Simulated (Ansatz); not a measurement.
**C2H6BGaO: basis-set convergence**

How large a basis does C2H6BGaO need? Two functionals are run in growing sets.

Program: Ansatz 0.2.0, Gaussian basis. Level of theory: one geometry, several basis sets. These are calculated values, not measurements.

Plan: PBE0-D4/def2-SVP; ωB97M-V/def2-SVP; PBE0-D4/def2-QZVPP; ωB97M-V/def2-QZVPP; the functionals' def2-TZVPP values are taken from earlier runs.

## (1) The geometry

All runs share one geometry, relaxed beforehand with PBE0-D4 in a triple-zeta def2 set.

11 atoms, charge 0, spin multiplicity 1.

Atoms are counted from 1 here; the program's logs count them from 0.

Bond lengths: B1–C2 1.528 Å, B1–H6 1.197 Å, B1–H7 1.197 Å, C2–Ga3 2.018 Å, C2–H8 1.094 Å, C2–H9 1.094 Å, Ga3–C4 2.184 Å, Ga3–O5 2.375 Å, C4–O5 1.263 Å, C4–H10 1.102 Å, C4–H11 1.102 Å. Angles: C2–B1–H6 120.1°, C2–B1–H7 120.1°, H6–B1–H7 119.7°, B1–C2–Ga3 101.6°, B1–C2–H8 118.5°, B1–C2–H9 118.5°, Ga3–C2–H8 102.1°, Ga3–C2–H9 102.1°, H8–C2–H9 110.5°, C2–Ga3–C4 122.6°, C2–Ga3–O5 90.8°, C4–Ga3–O5 31.8°, Ga3–C4–O5 82.5°, Ga3–C4–H10 103.5°, Ga3–C4–H11 103.5°, O5–C4–H10 121.0°, O5–C4–H11 121.0°, H10–C4–H11 114.4° and more.

## (2) PBE0-D4 in def2-SVP

File in.yaml:

```yaml
crystal:
  periodic: [false, false, false]
  atoms:
    - {symbol: B, position_ang: [-0.633127, 0.900918, 1.089288]}
    - {symbol: C, position_ang: [-0.367779, -0.548994, 1.491412]}
    - {symbol: Ga, position_ang: [0.433841, -1.299686, -0.201525]}
    - {symbol: C, position_ang: [0.725684, -0.094860, -1.999035]}
    - {symbol: O, position_ang: [0.219430, 0.808182, -1.275504]}
    - {symbol: H, position_ang: [-1.697879, 1.213677, 0.641810]}
    - {symbol: H, position_ang: [0.190328, 1.742553, 1.301870]}
    - {symbol: H, position_ang: [-1.223796, -1.210354, 1.653025]}
    - {symbol: H, position_ang: [0.416669, -0.751320, 2.226311]}
    - {symbol: H, position_ang: [0.122888, -0.617012, -2.759749]}
    - {symbol: H, position_ang: [1.813752, -0.143103, -2.167905]}
basis:
  gaussian: {orbitals: def2-SVP}
hamiltonian: {xc: pbe0, dispersion: d4}
output: {orbitals: {seedname: orbitals}}
```

Run with:

```
ansatz run in.yaml --threads 4 --pin off --events-out ev --progress --plain --max-ram 10444MiB
```

After this run come: ωB97M-V in def2-SVP; PBE0-D4 in def2-QZVPP; ωB97M-V in def2-QZVPP.

Before running them: what should the planned runs give, taken together? Wanted: PBE0-D4: double and triple zeta above quadruple; ωB97M-V: double and triple zeta above quadruple.

The runs gave:

```
                                       quantity           value
PBE0-D4: double and triple zeta above quadruple  13.81, 1.45 eV
ωB97M-V: double and triple zeta above quadruple  13.99, 1.41 eV
```

In words: For PBE0-D4 the step from double to triple zeta gains 12.36 eV and the next only 1.45 eV. Total energies overstate the basis error of differences, where much of it tends to cancel.
